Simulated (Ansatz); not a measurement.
Write a Python script for Ansatz 0.2.0 through its Python package that makes a single point in a Gaussian basis of C4H4Se, SMILES C#CC(C)=[Se]. Settings: PBE, def2-SVPD basis, multiplicity 1.

```xyz
9

C     1.9886    0.2901    0.3751
C     0.8792   -0.1259    0.1535
C    -0.4434   -0.6216   -0.1108
C    -1.5880    0.3167   -0.2729
Se    1.8337   -2.1617    0.2276
H     2.9626    0.6554    0.5698
H    -1.7219    0.9122    0.6545
H    -1.3983    0.9990   -1.1279
H    -2.5124   -0.2642   -0.4690
```

`c4h4se.py`:
```python
'''Single point of C4H4Se in a Gaussian basis.'''

import json

import ansatz as az


def main() -> None:
    geometry_ang = [
        ('C', [1.9886, 0.2901, 0.3751]),
        ('C', [0.8792, -0.1259, 0.1535]),
        ('C', [-0.4434, -0.6216, -0.1108]),
        ('C', [-1.588, 0.3167, -0.2729]),
        ('Se', [1.8337, -2.1617, 0.2276]),
        ('H', [2.9626, 0.6554, 0.5698]),
        ('H', [-1.7219, 0.9122, 0.6545]),
        ('H', [-1.3983, 0.999, -1.1279]),
        ('H', [-2.5124, -0.2642, -0.469]),
    ]
    c4h4se = az.Crystal.molecule()
    for symbol, xyz in geometry_ang:
        c4h4se = c4h4se.atom(symbol, xyz)

    base = (
        c4h4se.calculation()
        .basis(gaussian='def2-SVPD')
        .functional('pbe')
    )
    r = base.session().plan(threads=1).execute().report

    for key in ('converged', 'free_energy_ev', 'reference_energy_ev', 'n_frozen', 'n_occupied', 'n_virtual'):
        print(f'{key:22s} {r[key]}')
    with open('c4h4se.json', 'w') as handle:
        json.dump({k: r[k] for k in ('free_energy_ev', 'reference_energy_ev', 'n_occupied', 'n_virtual')}, handle, indent=1)


if __name__ == '__main__':
    main()
```

```console
$ python c4h4se.py
converged              True
free_energy_ev         -69528.85554101373
reference_energy_ev    -69528.85554101373
n_frozen               0
n_occupied             [31, 31]
n_virtual              [122, 122]
```

It writes `c4h4se.json`:
```json
{
 "free_energy_ev": -69528.85554101373,
 "reference_energy_ev": -69528.85554101373,
 "n_occupied": [
  31,
  31
 ],
 "n_virtual": [
  122,
  122
 ]
}
```

Reading the output:
- Total energies depend on the basis set; only differences at equal settings carry meaning.
- The geometry is a force-field or estimated start, not a minimum of this method, and the basis set is short of its limit.
- Finished in 31 s on 1 thread of Arm Neoverse N1, on a shared host, peak memory 0.28 GiB.

(Lines on the test bed's own set-up are left out of the output.)
